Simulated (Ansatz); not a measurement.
# Alloy of GaN and ZnO (30 of 48 Ga sites, 30 of 48 N sites exchanged), 96 atoms, part 2 of 2

Ansatz 0.2.0, PAW. Earlier steps stand in the parts before.

### Step 3. r²SCAN on the final geometry

in.yaml reads:

```yaml
crystal:
  lattice:
    - [9.679735, 0.000000, 0.000000]
    - [0.000000, 11.214556, 0.000000]
    - [0.000000, 0.000000, 10.440148]
  atoms:
    - { symbol: Zn, position: [0.165972, 0.077596, 0.247265] }
    - { symbol: Zn, position: [0.171874, 0.077598, 0.736226] }
    - { symbol: Zn, position: [0.997449, 0.335400, 0.245675] }
    - { symbol: Zn, position: [0.490729, 0.078628, 0.263706] }
    - { symbol: Zn, position: [0.328286, 0.332499, 0.255538] }
    - { symbol: Zn, position: [0.333048, 0.336779, 0.740360] }
    - { symbol: Zn, position: [0.164618, 0.589783, 0.239581] }
    - { symbol: Zn, position: [0.167309, 0.583905, 0.746566] }
    - { symbol: Zn, position: [0.999610, 0.841391, 0.750523] }
    - { symbol: Zn, position: [0.837280, 0.077146, 0.749594] }
    - { symbol: Zn, position: [0.668206, 0.337958, 0.250559] }
    - { symbol: Zn, position: [0.505426, 0.581869, 0.745812] }
    - { symbol: Zn, position: [0.327088, 0.827320, 0.252701] }
    - { symbol: Zn, position: [0.837474, 0.581852, 0.237963] }
    - { symbol: Zn, position: [0.667243, 0.835260, 0.250028] }
    - { symbol: Zn, position: [0.675012, 0.834024, 0.756639] }
    - { symbol: Zn, position: [0.008271, 0.167007, 0.493913] }
    - { symbol: Zn, position: [0.340726, 0.170438, 0.507642] }
    - { symbol: Zn, position: [0.178113, 0.412132, 0.508746] }
    - { symbol: Zn, position: [0.169304, 0.425458, 0.999675] }
    - { symbol: Zn, position: [0.990650, 0.673499, 0.006987] }
    - { symbol: Zn, position: [0.661804, 0.164561, 0.488222] }
    - { symbol: Zn, position: [0.483400, 0.416288, 0.503976] }
    - { symbol: Zn, position: [0.495150, 0.423011, 0.998788] }
    - { symbol: Zn, position: [0.657200, 0.664007, 0.492830] }
    - { symbol: Zn, position: [0.675733, 0.669559, 0.998763] }
    - { symbol: Zn, position: [0.495693, 0.916406, 0.485808] }
    - { symbol: Zn, position: [0.509566, 0.903534, 0.008282] }
    - { symbol: Zn, position: [0.835257, 0.915087, 0.489349] }
    - { symbol: Zn, position: [0.832710, 0.896348, 0.011993] }
    - { symbol: Ga, position: [0.010343, 0.332110, 0.747958] }
    - { symbol: Ga, position: [0.493467, 0.084523, 0.738948] }
    - { symbol: Ga, position: [0.000853, 0.834063, 0.248893] }
    - { symbol: Ga, position: [0.841938, 0.079488, 0.247041] }
    - { symbol: Ga, position: [0.655776, 0.332345, 0.747355] }
    - { symbol: Ga, position: [0.494581, 0.583052, 0.252310] }
    - { symbol: Ga, position: [0.326642, 0.838968, 0.742054] }
    - { symbol: Ga, position: [0.834227, 0.586449, 0.751372] }
    - { symbol: Ga, position: [0.000075, 0.165555, 0.012215] }
    - { symbol: Ga, position: [0.332353, 0.168760, 0.993793] }
    - { symbol: Ga, position: [0.002059, 0.672286, 0.491450] }
    - { symbol: Ga, position: [0.669980, 0.164597, 0.002906] }
    - { symbol: Ga, position: [0.338696, 0.669312, 0.491320] }
    - { symbol: Ga, position: [0.334600, 0.667544, 0.004420] }
    - { symbol: Ga, position: [0.168383, 0.910185, 0.497846] }
    - { symbol: Ga, position: [0.153041, 0.906926, 0.007492] }
    - { symbol: Ga, position: [0.835644, 0.415185, 0.495390] }
    - { symbol: Ga, position: [0.834881, 0.422588, 0.008152] }
    - { symbol: N, position: [0.998936, 0.167631, 0.190096] }
    - { symbol: N, position: [0.335162, 0.167105, 0.704932] }
    - { symbol: N, position: [0.159372, 0.419584, 0.697584] }
    - { symbol: N, position: [0.997072, 0.672199, 0.195285] }
    - { symbol: N, position: [0.506882, 0.417873, 0.695203] }
    - { symbol: N, position: [0.340211, 0.661506, 0.182017] }
    - { symbol: N, position: [0.166470, 0.914083, 0.184629] }
    - { symbol: N, position: [0.166879, 0.913115, 0.682041] }
    - { symbol: N, position: [0.830331, 0.415075, 0.184665] }
    - { symbol: N, position: [0.834663, 0.919819, 0.198598] }
    - { symbol: N, position: [0.500948, 0.081954, 0.446425] }
    - { symbol: N, position: [0.328193, 0.328136, 0.435969] }
    - { symbol: N, position: [0.003489, 0.831532, 0.437287] }
    - { symbol: N, position: [0.000955, 0.835612, 0.933107] }
    - { symbol: N, position: [0.493725, 0.580904, 0.435143] }
    - { symbol: N, position: [0.329380, 0.828914, 0.443444] }
    - { symbol: N, position: [0.835849, 0.571441, 0.928601] }
    - { symbol: N, position: [0.666324, 0.831874, 0.937729] }
    - { symbol: O, position: [0.995178, 0.174304, 0.691631] }
    - { symbol: O, position: [0.338171, 0.166213, 0.171166] }
    - { symbol: O, position: [0.165545, 0.417337, 0.183487] }
    - { symbol: O, position: [0.989184, 0.661354, 0.677028] }
    - { symbol: O, position: [0.671708, 0.163060, 0.180763] }
    - { symbol: O, position: [0.664730, 0.167968, 0.703170] }
    - { symbol: O, position: [0.501155, 0.420527, 0.185715] }
    - { symbol: O, position: [0.338449, 0.676757, 0.685899] }
    - { symbol: O, position: [0.832332, 0.408921, 0.687787] }
    - { symbol: O, position: [0.657195, 0.660858, 0.193449] }
    - { symbol: O, position: [0.679560, 0.663749, 0.685166] }
    - { symbol: O, position: [0.495592, 0.918477, 0.189237] }
    - { symbol: O, position: [0.495554, 0.919474, 0.702825] }
    - { symbol: O, position: [0.829394, 0.921818, 0.679239] }
    - { symbol: O, position: [0.164832, 0.073026, 0.441116] }
    - { symbol: O, position: [0.164030, 0.086843, 0.945835] }
    - { symbol: O, position: [0.993432, 0.337517, 0.445136] }
    - { symbol: O, position: [0.992812, 0.324591, 0.934209] }
    - { symbol: O, position: [0.504603, 0.095590, 0.936748] }
    - { symbol: O, position: [0.332262, 0.328489, 0.947020] }
    - { symbol: O, position: [0.165956, 0.589170, 0.451355] }
    - { symbol: O, position: [0.177588, 0.590387, 0.936030] }
    - { symbol: O, position: [0.837265, 0.090670, 0.431128] }
    - { symbol: O, position: [0.835102, 0.100100, 0.939854] }
    - { symbol: O, position: [0.678119, 0.337507, 0.444634] }
    - { symbol: O, position: [0.673741, 0.325744, 0.935913] }
    - { symbol: O, position: [0.491545, 0.588159, 0.937019] }
    - { symbol: O, position: [0.324727, 0.830162, 0.930143] }
    - { symbol: O, position: [0.842876, 0.576249, 0.452504] }
    - { symbol: O, position: [0.667520, 0.829237, 0.442513] }
  symmetry: { detect: false }
kpoints:
  mp_grid: { grid: [1, 1, 1], shift: [0.25, 0.25, 0.25] }
hamiltonian:
  xc: r2scan
scf:
  occupations: { method: fermi_dirac, width: 0.01 }
output:
  forces: true
  eigenvalues: true
  populations: true
  eigenstates: { kpoints: [[0.25, 0.25, 0.25]], e_range: [-6.0, 6.0], localisation: true }
```

Started as:

```console
ansatz run in.yaml --threads 4 --pin off --max-ram 42750MiB --runs-dir r --events-out ev --progress --plain --backend cuda --devices 0, --max-vram 37GiB
```

The program printed:

```text
Pseudopotentials: kind: paw
Functional definition: r2SCAN
  parameter k0 = 0.174
  parameter k1 = 0.065
  parameter a1 = 4.9479
  exchange = r2scan_x(k0 = k0, k1 = k1, a1 = a1)
  correlation = r2scan_c
Crystal: 96 atoms, lattice volume = 1133.319 Å³
Basis set: ecut = 500 eV, 28713 PW (Γ), exchange–correlation on 288×360×320 points (64 copies of the dense FFT grid, shifted against one another)
Bands: 528, of which v1, the nominal top of the filled ones, is band 432 counted from 1 (431 counted from 0)
Symmetry: 1 space group operations
k-points: 1
Non-local potential: Zn, projectors of the file, l = 0: 2, l = 1: 2, l = 2: 3, l = 3: 1
Non-local potential: Ga, projectors of the file, l = 0: 2, l = 1: 2, l = 2: 3, l = 3: 1
Non-local potential: N, projectors of the file, l = 0: 2, l = 1: 2, l = 2: 1
Non-local potential: O, projectors of the file, l = 0: 2, l = 1: 2, l = 2: 1
PAW form: soft (Blöchl's): semilocal exchange-correlation on the pseudo side does not see the compensation charge
PAW frozen core: Zn, regenerated for the run's functional (the file was generated under x = pbe(κ = 0.804, μ = 0.2195149727645171), c = pbe(β = 0.06672455060314922))
PAW frozen core: Ga, regenerated for the run's functional (the file was generated under x = pbe(κ = 0.804, μ = 0.2195149727645171), c = pbe(β = 0.06672455060314922))
PAW frozen core: N, regenerated for the run's functional (the file was generated under x = pbe(κ = 0.804, μ = 0.2195149727645171), c = pbe(β = 0.06672455060314922))
PAW frozen core: O, regenerated for the run's functional (the file was generated under x = pbe(κ = 0.804, μ = 0.2195149727645171), c = pbe(β = 0.06672455060314922))
PAW one-centre angular grid: Zn, 590 points (default); XC on 261 of its mesh's 2673 points in the sphere
PAW one-centre angular grid: Ga, 590 points (default); XC on 160 Gauss nodes
PAW one-centre angular grid: N, 302 points (default); XC on 160 Gauss nodes
PAW one-centre angular grid: O, 302 points (default); XC on 160 Gauss nodes
Initial density: superposition of atomic densities (neutral atoms: chi_scale 0, normalization atom), corrected by the library's trained network
Initial wavefunctions: pseudopotential atomic-orbital guess
Functional: x = r2scan, c = r2scan; τ floored in thin density (d = 2e-4 eV/Å³)
SCF iter   1: F=—  HF=-192011.328007 eV  |F-HF|=—  |Δ(HF+E_count)|=         —  Δρ=1.85e-2  dr2=2.11e0  dr2_τ=3.18e0  ethr=1.77e-3  ⟨swp⟩=6.0  Hψ=1920  notcnv=0
preconditioner: auto → Resta (q_TF=auto, 2.608 Å⁻¹)  ε∞=5.6  [insulator: Δε(μ)=1.459 eV  Ē_g=15.041 eV  σ=0.010 eV  W_gap=1.00  n_scr=336 (ndim 8)  ℏωp=32.4 eV  f_vac=0.021  D(μ)=0.00/eV (n_scr^D=0)  ε∞_Penn≈5.6]
SCF iter   2: F=—  HF=-192012.097873 eV  |F-HF|=—  |Δ(HF+E_count)|=   7.70e-1  Δρ=5.36e-3  dr2=2.86e-1  dr2_τ=1.38e-2  ethr=2.44e-4  ⟨swp⟩=2.0  Hψ=1014  notcnv=0  defer=92
SCF iter   3: F=—  HF=-192012.034945 eV  |F-HF|=—  |Δ(HF+E_count)|=   6.29e-2  Δρ=4.58e-3  dr2=1.47e-1  dr2_τ=3.90e-3  ethr=3.31e-5  ⟨swp⟩=2.0  Hψ=734  notcnv=0  defer=92
SCF iter   4: F=—  HF=-192012.010291 eV  |F-HF|=—  |Δ(HF+E_count)|=   2.47e-2  Δρ=7.97e-4  dr2=5.04e-3  dr2_τ=5.85e-4  ethr=1.70e-5  ⟨swp⟩=2.0  Hψ=734  notcnv=0  defer=92
SCF iter   5: F=—  HF=-192012.007524 eV  |F-HF|=—  |Δ(HF+E_count)|=   2.77e-3  Δρ=3.45e-4  dr2=1.40e-3  dr2_τ=8.90e-5  ethr=5.84e-7  ⟨swp⟩=2.0  Hψ=842  notcnv=0  defer=92
SCF iter   6: F=—  HF=-192012.009560 eV  |F-HF|=—  |Δ(HF+E_count)|=   2.04e-3  Δρ=2.72e-4  dr2=5.56e-4  dr2_τ=4.33e-5  ethr=1.63e-7  ⟨swp⟩=2.0  Hψ=868  notcnv=0  defer=92
SCF iter   7: F=—  HF=-192012.008058 eV  |F-HF|=—  |Δ(HF+E_count)|=   1.50e-3  Δρ=9.64e-5  dr2=9.29e-5  dr2_τ=4.88e-6  ethr=6.43e-8  ⟨swp⟩=2.0  Hψ=859  notcnv=0  defer=92
SCF iter   8: F=—  HF=-192012.011246 eV  |F-HF|=—  |Δ(HF+E_count)|=   3.19e-3  Δρ=3.01e-5  dr2=1.12e-5  dr2_τ=4.02e-7  ethr=1.07e-8  ⟨swp⟩=2.0  Hψ=814  notcnv=0  defer=92
SCF iter   9: F=—  HF=-192012.011252 eV  |F-HF|=—  |Δ(HF+E_count)|=   5.63e-6  Δρ=1.82e-5  dr2=3.65e-6  dr2_τ=2.61e-7  ethr=1.29e-9  ⟨swp⟩=2.0  Hψ=868  notcnv=0  defer=92
SCF iter  10: F=—  HF=-192012.011251 eV  |F-HF|=—  |Δ(HF+E_count)|=   5.95e-7  Δρ=6.60e-6  dr2=4.98e-7  dr2_τ=4.16e-8  ethr=4.22e-10  ⟨swp⟩=2.0  Hψ=861  notcnv=0  defer=92
SCF iter  11: F=-192012.011251 eV  HF=-192012.011251 eV  |F-HF|=9.00e-8  |Δ(HF+E_count)|=   1.62e-8  Δρ=3.55e-6  dr2=9.50e-8  dr2_τ=9.48e-9  ethr=1.16e-11  ⟨swp⟩=11.0  Hψ=2999  notcnv=0
SCF 1 converged in 11 iterations: F = -192012.011251 eV  dr2 = 9.50e-8
NSCF: frozen V_eff on 1 k-points
SCF converged after 11 iterations
Free energy (F): -192012.011251 eV
Harris-Foulkes:  -192012.011251 eV  (|F-HF|=9.00e-8)
Internal energy: -192012.011251 eV  (E = F + TS)
E sigma→0 (E₀):  -192012.011251 eV
Fermi energy:    9.349421 eV
--- Per-component energies (eV) ---
  E_band       = 223.811411
  E_kinetic    = 13625.972631
  E_local      = -96101.895756  (includes V_loc(G=0)·N_el)
  E_nonlocal   = 28670.548042
  E_hartree    = 41322.520794
  E_xc         = -8083.536691
  E_vxc        = -7322.690212  (∫ρ·V_xc dr)
  E_paw        = -98869.184526  (= ΣΔE_a)
  E_vpaw       = -21722.725913  (= ΣTr[D̂ρ^β])
  E_aug_tail   = 0.028347  (compensation charges beyond the density's cutoff)
  E_vtau       = 429.506386  (kinetic-family band-sum trace: ∫τ·v_τ [+ j·A + Jᵃ·Aᵃ] dr)
  E_ewald      = -72557.739882
  E_core_change = -18.724209  (= ΣΔE_core)
  E_smearing   = -0.000000  (= −TS)
  E_closure    = -0.000000  (closes the sum)
  Σ components = -192012.011251   (vs F -192012.011251, Δ=0.00e0)
--- Forces (eV/Å), atoms counted from 1 ---
  atom   1  Zn     0.06533164     0.01596386     0.06595745
  atom   2  Zn    -0.02978920     0.01526624    -0.00702430
  atom   3  Zn     0.07323939     0.04069466     0.05006742
  atom   4  Zn    -0.02026161    -0.01744838    -0.00779450
  atom   5  Zn    -0.01444417     0.00241355    -0.00483190
  atom   6  Zn    -0.00063323     0.00930843    -0.00150719
  atom   7  Zn    -0.00726876    -0.05752351     0.02829128
  atom   8  Zn     0.00461957     0.04606291     0.00861487
  atom   9  Zn    -0.05635704    -0.01140074    -0.03602608
  atom  10  Zn     0.00475300    -0.03130039    -0.02813109
  atom  11  Zn    -0.06458909    -0.01687940     0.03728384
  atom  12  Zn    -0.00360917     0.04980829    -0.00034201
  atom  13  Zn     0.03990435     0.04005032     0.00297325
  atom  14  Zn    -0.02672469     0.03790097     0.02487450
  atom  15  Zn    -0.04468535    -0.02035491     0.01537641
  atom  16  Zn    -0.00554858     0.00301694    -0.06201700
  atom  17  Zn     0.02050491    -0.01188226    -0.02145648
  atom  18  Zn    -0.02912391    -0.00711680    -0.01762757
  atom  19  Zn    -0.00437563     0.01004726    -0.05932594
  atom  20  Zn     0.00840525     0.01405147     0.00447260
  atom  21  Zn     0.03581067     0.00046305     0.00006532
  atom  22  Zn     0.01342458     0.00152303     0.00011007
  atom  23  Zn    -0.00428096    -0.04528622    -0.03453358
  atom  24  Zn    -0.01232440     0.01653961    -0.00273285
  atom  25  Zn     0.03052304     0.04746658     0.00186259
  atom  26  Zn    -0.03653542     0.01081433     0.02327003
  atom  27  Zn     0.04819355    -0.01180837     0.00196145
  atom  28  Zn    -0.02666283     0.00494611     0.02329067
  atom  29  Zn    -0.06065436     0.01934144     0.01668705
  atom  30  Zn    -0.01982105     0.00911478    -0.02104041
  atom  31  Ga     0.05222492    -0.01856162    -0.02421684
  atom  32  Ga    -0.04442909     0.00409957    -0.05238829
  atom  33  Ga     0.00113040    -0.03719667    -0.00985948
  atom  34  Ga     0.00814136    -0.05176774     0.04724990
  atom  35  Ga    -0.04985125     0.00946579    -0.03297230
  atom  36  Ga     0.02180434     0.01323481    -0.00423176
  atom  37  Ga     0.00800218    -0.00870392    -0.01783029
  atom  38  Ga    -0.01134098     0.08141098    -0.00404745
  atom  39  Ga    -0.00766453    -0.01279556    -0.00482342
  atom  40  Ga    -0.00934179     0.03505264     0.05505498
  atom  41  Ga     0.01390692    -0.00052186    -0.00161598
  atom  42  Ga     0.01105709    -0.01569596     0.01036069
  atom  43  Ga    -0.00158299     0.01586381    -0.02454282
  atom  44  Ga    -0.00440217    -0.03598544    -0.00799019
  atom  45  Ga     0.01554853     0.03054204    -0.02402146
  atom  46  Ga    -0.04857043    -0.05563671     0.02433608
  atom  47  Ga    -0.00147028    -0.01635165    -0.06265066
  atom  48  Ga     0.00399373     0.03146041     0.03600530
  atom  49  N     -0.11481430    -0.06017664    -0.15138779
  atom  50  N      0.16167095    -0.13201465     0.08305506
  atom  51  N     -0.20580110    -0.08868474     0.09130517
  atom  52  N     -0.01186569     0.10713945     0.03017085
  atom  53  N      0.20554669    -0.10205847     0.11369039
  atom  54  N      0.11483778    -0.07144601    -0.14534815
  atom  55  N     -0.09321295    -0.01913975    -0.15296513
  atom  56  N      0.15460420    -0.07232346    -0.03116575
  atom  57  N     -0.02224340    -0.02446435    -0.17698381
  atom  58  N      0.08611809     0.13592101     0.08966989
  atom  59  N      0.05267313    -0.00002861     0.00220381
  atom  60  N     -0.00656706     0.01531843    -0.00870537
  atom  61  N      0.09524092    -0.10203787     0.01921392
  atom  62  N      0.16897392     0.09306963     0.05343541
  atom  63  N     -0.09405447     0.08526884    -0.07705892
  atom  64  N     -0.09816375    -0.11513142     0.10247508
  atom  65  N     -0.01435246    -0.17387928    -0.12245282
  atom  66  N     -0.02572488     0.00649279     0.00394145
  atom  67  O     -0.02547936     0.15380971     0.06107785
  atom  68  O      0.00669354    -0.00092745    -0.23300581
  atom  69  O     -0.00573298    -0.00602600    -0.06066540
  atom  70  O     -0.11179542    -0.08839533    -0.05699276
  atom  71  O      0.06753221    -0.01855238    -0.16553509
  atom  72  O     -0.07206695     0.07900884     0.09956719
  atom  73  O      0.02129374     0.08757464    -0.01238991
  atom  74  O     -0.00947816     0.11967557    -0.01822298
  atom  75  O      0.00110770    -0.02215611    -0.02099862
  atom  76  O     -0.10435173    -0.07989342     0.03803862
  atom  77  O      0.13486297    -0.09291134     0.06430421
  atom  78  O      0.02044300     0.01418780    -0.02225602
  atom  79  O     -0.11608440     0.07512997     0.09333224
  atom  80  O     -0.00563078     0.02142811     0.00892451
  atom  81  O     -0.04661230    -0.11062918     0.04642524
  atom  82  O      0.02109916     0.09461048     0.11229187
  atom  83  O     -0.19323521     0.08308499     0.07700641
  atom  84  O     -0.06537769    -0.07625217    -0.03560795
  atom  85  O      0.01925428     0.12339831     0.03433237
  atom  86  O      0.00471120    -0.15664122     0.09545700
  atom  87  O     -0.04226591     0.12744932     0.09117282
  atom  88  O      0.14197645     0.04431655     0.05163178
  atom  89  O      0.00763104     0.03325646    -0.10331621
  atom  90  O     -0.02991267     0.15319825     0.10169181
  atom  91  O      0.19934200     0.07427429     0.05134677
  atom  92  O      0.05920492    -0.11691169    -0.02217409
  atom  93  O     -0.12435727     0.04365988     0.05195749
  atom  94  O     -0.04534171    -0.04356016    -0.04313015
  atom  95  O      0.09594876    -0.10589472     0.09188098
  atom  96  O      0.00960890    -0.02281759    -0.00169799
  max |Σ_I F_I| component: 1.23e-4 eV/Å
--- Band table (eV) ---
  k-point 0: bands = [... 420 lower levels ..., "7.8332", "7.8800", "7.9432", "7.9933", "8.0546", "8.1212", "8.1825", "8.2845", "8.3331", "8.3898", "8.4838", "8.7590", "9.9399", "10.9115", "11.1392", "11.3154", "11.7628", "11.9876", "12.1376", "12.2224", "12.3126", "12.5033", "12.6154", "12.7342", ... 84 higher levels ...]
--- Löwdin populations: 96 sites ---
  site symbol       q [e]
     0     Zn     10.5278
     1     Zn     10.5377
     2     Zn     10.5288
     3     Zn     10.5708
     4     Zn     10.5621
     5     Zn     10.5485
     6     Zn     10.5447
     7     Zn     10.5159
     8     Zn     10.5408
     9     Zn     10.5085
    10     Zn     10.5250
    11     Zn     10.5236
    12     Zn     10.5218
    13     Zn     10.5525
    14     Zn     10.5453
    15     Zn     10.5445
    16     Zn     10.5128
    17     Zn     10.5776
    18     Zn     10.5683
    19     Zn     10.5077
    20     Zn     10.5596
    21     Zn     10.5599
    22     Zn     10.5698
    23     Zn     10.5004
    24     Zn     10.5215
    25     Zn     10.5622
    26     Zn     10.5563
    27     Zn     10.5515
    28     Zn     10.5133
    29     Zn     10.5755
    30     Ga     12.1700
    31     Ga     12.1792
    32     Ga     12.3492
    33     Ga     12.2408
    34     Ga     12.1579
    35     Ga     12.2453
    36     Ga     12.1200
    37     Ga     12.1419
    38     Ga     12.1080
    39     Ga     12.0431
    40     Ga     12.1034
    41     Ga     12.0139
    42     Ga     12.2502
    43     Ga     12.1832
    44     Ga     12.2631
    45     Ga     12.2649
    46     Ga     12.0515
    47     Ga     12.2870
    48      N      6.1495
    49      N      6.3518
    50      N      6.3586
    51      N      6.3971
    52      N      6.3459
    53      N      6.1464
    54      N      6.1612
    55      N      6.1727
    56      N      6.3684
    57      N      6.1704
    58      N      6.6607
    59      N      6.6831
    60      N      5.9862
    61      N      6.3725
    62      N      6.1657
    63      N      6.1575
    64      N      6.0980
    65      N      6.6751
    66      O      7.0482
    67      O      7.0366
    68      O      7.2741
    69      O      6.8814
    70      O      6.8791
    71      O      6.8826
    72      O      7.0855
    73      O      6.9105
    74      O      6.6853
    75      O      7.0711
    76      O      7.0501
    77      O      7.2762
    78      O      6.8690
    79      O      7.2719
    80      O      7.0659
    81      O      6.7619
    82      O      7.0329
    83      O      6.7691
    84      O      6.7518
    85      O      7.0487
    86      O      6.8841
    87      O      7.0585
    88      O      7.0803
    89      O      6.8610
    90      O      7.0246
    91      O      6.7737
    92      O      7.0628
    93      O      6.7730
    94      O      6.8611
    95      O      7.2847
  spilling = 0.006778 (of n_electrons = 864.000000)
```

Wall time 10 s (1 × NVIDIA H100 80GB HBM3 with 4 threads of AMD EPYC 7R13, shared host); peak host memory 3.4 GiB.

Spacing of the frontier levels at the single k point (¼, ¼, ¼): 1.18 eV (8.759 to 9.940 eV).

The states next to the gap (eigenstates.tsv), from the top filled level:

```tsv
level (eV)	spin	filling	atoms sharing it	main element	its share	largest atom
-0.58	both	2.00	30.8	N	0.56	–
-0.47	both	2.00	26.0	N	0.57	–
-0.43	both	2.00	23.6	N	0.56	N60 (0.14)
-0.37	both	2.00	27.2	N	0.57	N60 (0.12)
-0.28	both	2.00	20.1	N	0.55	N60 (0.15)
0.00	both	2.00	8.9	N	0.54	N60 (0.23)
1.18	both	0.00	77.2	O	0.36	–
```

On these atoms r²SCAN leaves forces up to 0.26 eV/Å (on N53), as they were relaxed at another level of theory (and may have been on other k points).

### Step 4. Results

This closing draws on all 2 parts. Changes of volume or cell count from the first structure of part 1.

| level | time | top filled to lowest empty (eV) |
| --- | --- | --- |
| PBEsol, relaxation | 37 s (GPU) | 0.93 |
| r²SCAN | 10 s (GPU) | 1.18 |

```
     quantity                                                                        value
   relaxation                                            10 recorded steps, 9.49 eV gained
largest shift                                                                0.27 Å (Zn30)
 relaxed cell  a = 9.680 Å, b = 11.215 Å, c = 10.440 Å, α = 90.00°, β = 90.00°, γ = 90.00°
   mean bonds                             Ga–N 1.881, Ga–O 1.942, N–Zn 1.948, O–Zn 2.042 Å
```

**Reading.** Relaxation gains 9.49 eV, with shifts up to 0.27 Å (Zn30), while the volume changes by +1.6 %. The mean lengths of the listed bonds run from Ga–N 1.88 Å to O–Zn 2.04 Å. With one k point the spacing samples only the states that fold onto it, so it can exceed the gap over the zone.
